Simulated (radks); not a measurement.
# Pd⁴⁺ in [Kr] 4d6: an all-electron calculation

An exercise on one series of results from a longer session: the logs are not shown, and one member is left open.

The numbers are computed with radks (a radial shooting solver on a logarithmic mesh, Libxc functionals) version 1 (Dirac Kohn-Sham, PBE, spin-unpolarised, spherical densities, point nucleus; open shells fill j = l - 1/2 first), except any that are marked as measured or tabulated.

## The atom as given

| Property | Result |
| --- | --- |
| element | palladium (Z = 46) |
| charge | +4 |
| electrons | 42 |
| configuration | [Kr] 4d6 |

Set-up of the first run:

The run's settings:

```text
Z 46
configuration [Kr] 4d6
relativity Dirac
functional pbe,pbe
spin unpolarised
j_filling energy
nucleus point
c 137.035999084
```

Steps of the session up to this table: Self-consistent calculation.

One of the session's tables, all rows but one given; the rest of the session is left out.

It belongs to the step «Radial structure». From the orbitals of this run (lengths in bohr):

```
level      <r>  outermost maximum (interpolated)  90 % within  nodes
1s1/2  0.03185                            0.0207       0.0571      0
2s1/2   0.1380                             0.117        0.214      1
2p1/2        ?                                 ?            ?      ?
2p3/2   0.1221                            0.0947        0.199      0
3s1/2   0.3790                             0.342        0.559      2
3p1/2   0.3711                             0.328        0.560      1
3p3/2   0.3819                             0.338        0.575      1
3d3/2   0.3554                             0.281        0.564      0
3d5/2   0.3589                             0.283        0.569      0
4s1/2   0.9324                             0.848         1.35      3
4p1/2   0.9944                             0.886         1.46      2
4p3/2    1.022                             0.910         1.50      2
4d3/2    1.245                              1.04         1.91      1
4d5/2    1.256                              1.04         1.92      1
```

Q: Estimate the row for 2p1/2 from the others.

The run gave: <r>: 0.1171; outermost maximum (interpolated): 0.0905; 90 % within: 0.192; nodes: 0. In the column «<r>» it lies between 1s1/2 (0.03185) and 2p3/2 (0.1221).

To keep in mind: Spin polarisation and multiplet splitting are left out.
